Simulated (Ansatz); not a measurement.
NbTc, space group Cmmm, a short molecular-dynamics run

Program: Ansatz's Python interface.

The cells in order, each with its output:

In [1]:
```python
from dataclasses import dataclass
import json
import warnings

import ansatz as az
import matplotlib.pyplot as plt
import numpy as np
```

In [2]:
```python
@dataclass
class Settings:
    occupations: str = "Fermi-Dirac"
    xc: str = "pbesol"
    n_steps: int = 25
    temperature_k: int = 800


cfg = Settings()

warnings.simplefilter("ignore", az.DeckWarning)
```

In [3]:
```python
lattice = az.Lattice.of(
    (1.59333, -2.29839, 0.0),
    (1.59333, 2.29839, 0.0),
    (0.0, 0.0, 4.41447),
)
sites = [
    ("Nb", (0.0, 0.0, 0.0)),
    ("Tc", (0.5, 0.5, 0.5)),
]
crystal = az.Crystal(lattice=lattice)
for symbol, position in sites:
    crystal = crystal.atom(symbol, position)
```

In [4]:
```python
# a coarse mesh keeps each step cheap
job = (
    crystal.supercell(2, 2, 1).calculation()
    .kpoints(2)
    .occupations(cfg.occupations, width=50 * az.meV)
    .functional(cfg.xc)
    .md(az.Ensemble.NVE, timestep=2.0, steps=cfg.n_steps, temperature=cfg.temperature_k, initial_velocities="maxwell_boltzmann", seed=72)
)
res = job.run(threads=1, events_out="stream.ndjson")
with open("stream.ndjson") as stream:
    events = [json.loads(line) for line in stream]
steps = [e["data"] for e in events if e["event"] == "md_step"]
data = res.report
```

In [5]:
```python
res.lattice.cell_ang
```
Out [5]:
```text
array([[ 3.18666, -4.59678,  0.     ],
       [ 3.18666,  4.59678,  0.     ],
       [ 0.     ,  0.     ,  4.41447]])
```

In [6]:
```python
data["n_electrons"]
```
Out [6]:
```text
112.0
```

In [7]:
```python
data["mixing_algorithm"], data["preconditioner"], data["eigensolver"]
```
Out [7]:
```text
('MSR1', 'Kerker', 'band_cg')
```

In [8]:
```python
print(" step   t (fs)     E_pot (eV)   E_kin (eV)    T (K)")
for s in steps[::1]:
    print(f"{s['step']:5d} {s['time_fs']:8.1f} {s['lagrangian_ev']:14.4f} {s['e_kin_ev']:12.4f} {s['temperature_k']:8.1f}")
```
```text
 step   t (fs)     E_pot (eV)   E_kin (eV)    T (K)
    0      0.0    -39334.2362       0.7239    800.0
    1      2.0    -39334.2341       0.7218    797.8
    2      4.0    -39334.2281       0.7157    791.0
    3      6.0    -39334.2178       0.7054    779.7
    4      8.0    -39334.2032       0.6909    763.6
    5     10.0    -39334.1845       0.6722    742.9
    6     12.0    -39334.1620       0.6497    718.0
    7     14.0    -39334.1359       0.6236    689.2
    8     16.0    -39334.1068       0.5945    657.1
    9     18.0    -39334.0753       0.5631    622.3
   10     20.0    -39334.0420       0.5298    585.5
   11     22.0    -39334.0074       0.4953    547.4
   12     24.0    -39333.9721       0.4600    508.4
   13     26.0    -39333.9364       0.4243    469.0
   14     28.0    -39333.9008       0.3887    429.6
   15     30.0    -39333.8656       0.3536    390.7
   16     32.0    -39333.8312       0.3192    352.7
   17     34.0    -39333.7980       0.2860    316.1
   18     36.0    -39333.7665       0.2546    281.3
   19     38.0    -39333.7372       0.2253    249.0
   20     40.0    -39333.7106       0.1987    219.6
   21     42.0    -39333.6872       0.1753    193.7
   22     44.0    -39333.6673       0.1554    171.8
   23     46.0    -39333.6512       0.1394    154.1
   24     48.0    -39333.6394       0.1275    140.9
   25     50.0    -39333.6318       0.1200    132.6
```

In [9]:
```python
temperature = np.array([s["temperature_k"] for s in steps])
print(f"mean temperature of the second half {temperature[len(steps) // 2 :].mean():.1f} K")
```
```text
mean temperature of the second half 269.3 K
```

In [10]:
```python
with open("trajectory.xyz", "w") as handle:
    for s in steps[::5]:
        handle.write(f"{len(s['positions_ang'])}\nt = {s['time_fs']} fs\n")
        for site, xyz in zip(res.lattice.sites, s["positions_ang"]):
            handle.write("{} {:.4f} {:.4f} {:.4f}\n".format(site.symbol, *xyz))

print("last positions (A) and velocities (A/fs)")
for site, xyz, vel in zip(res.lattice.sites, steps[-1]["positions_ang"], steps[-1]["velocities_ang_fs"]):
    print(f"{site.symbol:2s}", " ".join(f"{v:8.4f}" for v in xyz), " ", " ".join(f"{v:9.5f}" for v in vel))
```
```text
last positions (A) and velocities (A/fs)
Nb  -0.0231  -0.0252   0.1016     0.00011  -0.00004   0.00169
Tc   1.5623  -0.0830   2.2633    -0.00144  -0.00094  -0.00122
Nb   1.6167   2.3295  -0.1250     0.00101  -0.00025  -0.00107
Tc   3.1210   2.2726   2.2131     0.00016   0.00129   0.00096
Nb   1.7024  -2.2903  -0.0763     0.00169   0.00000  -0.00166
Tc   3.4109  -2.3562   2.2424     0.00103   0.00015   0.00003
Nb   3.1611   0.0754   0.0867    -0.00131  -0.00098   0.00092
Tc   4.5729   0.0818   2.1224    -0.00118   0.00069   0.00035
```

In [11]:
```python
time = [s["time_fs"] for s in steps]
fig, ax = plt.subplots(figsize=(5, 3))
ax.plot(time, [s["lagrangian_ev"] - steps[0]["lagrangian_ev"] for s in steps], label="potential")
ax.plot(time, [s["e_kin_ev"] for s in steps], label="kinetic")
ax.set(xlabel="time (fs)", ylabel="energy (eV)")
ax.legend()
fig.tight_layout()
fig.savefig("md.png", dpi=100)
```

`trajectory.xyz`, as written:
```text
8
t = 0.0 fs
Nb 0.0000 0.0000 0.0000
Tc 1.5933 0.0000 2.2072
Nb 1.5933 2.2984 0.0000
Tc 3.1867 2.2984 2.2072
Nb 1.5933 -2.2984 0.0000
Tc 3.1867 -2.2984 2.2072
Nb 3.1867 0.0000 0.0000
Tc 4.7800 0.0000 2.2072
8
t = 10.0 fs
Nb -0.0080 -0.0069 0.0213
Tc 1.5922 -0.0202 2.2330
Nb 1.5954 2.3104 -0.0311
Tc 3.1661 2.2819 2.2030
Nb 1.6162 -2.2974 -0.0139
Tc 3.2477 -2.3184 2.2173
Nb 3.1872 0.0306 0.0200
Tc 4.7241 0.0218 2.1792
8
t = 20.0 fs
Nb -0.0149 -0.0137 0.0425
Tc 1.5897 -0.0393 2.2541
Nb 1.5979 2.3204 -0.0610
Tc 3.1474 2.2690 2.2006
Nb 1.6389 -2.2956 -0.0284
Tc 3.3049 -2.3356 2.2269
Nb 3.1860 0.0564 0.0399
Tc 4.6717 0.0418 2.1540
8
t = 30.0 fs
Nb -0.0199 -0.0196 0.0635
Tc 1.5844 -0.0567 2.2672
Nb 1.6018 2.3272 -0.0880
Tc 3.1326 2.2624 2.2011
Nb 1.6615 -2.2933 -0.0436
Tc 3.3541 -2.3479 2.2349
Nb 3.1815 0.0736 0.0586
Tc 4.6266 0.0588 2.1347
8
t = 40.0 fs
Nb -0.0228 -0.0236 0.0835
Tc 1.5751 -0.0716 2.2705
Nb 1.6079 2.3302 -0.1101
Tc 3.1232 2.2635 2.2052
Nb 1.6833 -2.2912 -0.0597
Tc 3.3910 -2.3549 2.2404
Nb 3.1730 0.0800 0.0748
Tc 4.5926 0.0724 2.1238
8
t = 50.0 fs
Nb -0.0231 -0.0252 0.1016
Tc 1.5623 -0.0830 2.2633
Nb 1.6167 2.3295 -0.1250
Tc 3.1210 2.2726 2.2131
Nb 1.7024 -2.2903 -0.0763
Tc 3.4109 -2.3562 2.2424
Nb 3.1611 0.0754 0.0867
Tc 4.5729 0.0818 2.1224
```

Reading the output:
- Total energies depend on the potentials; only differences at equal settings carry meaning. A total without «per atom» is that of the whole cell that was run.
- For a metal this mesh is far too coarse, so the numbers only illustrate the procedure.
- The structure comes from a database of computed cells and needn't be a stable or known phase.
- A small cell, a coarse mesh and a very short run: it shows the set-up and gives no equilibrium averages.
- Finished in 83 s on 1 thread of Arm Neoverse V1, on a shared host, peak memory 0.61 GiB.
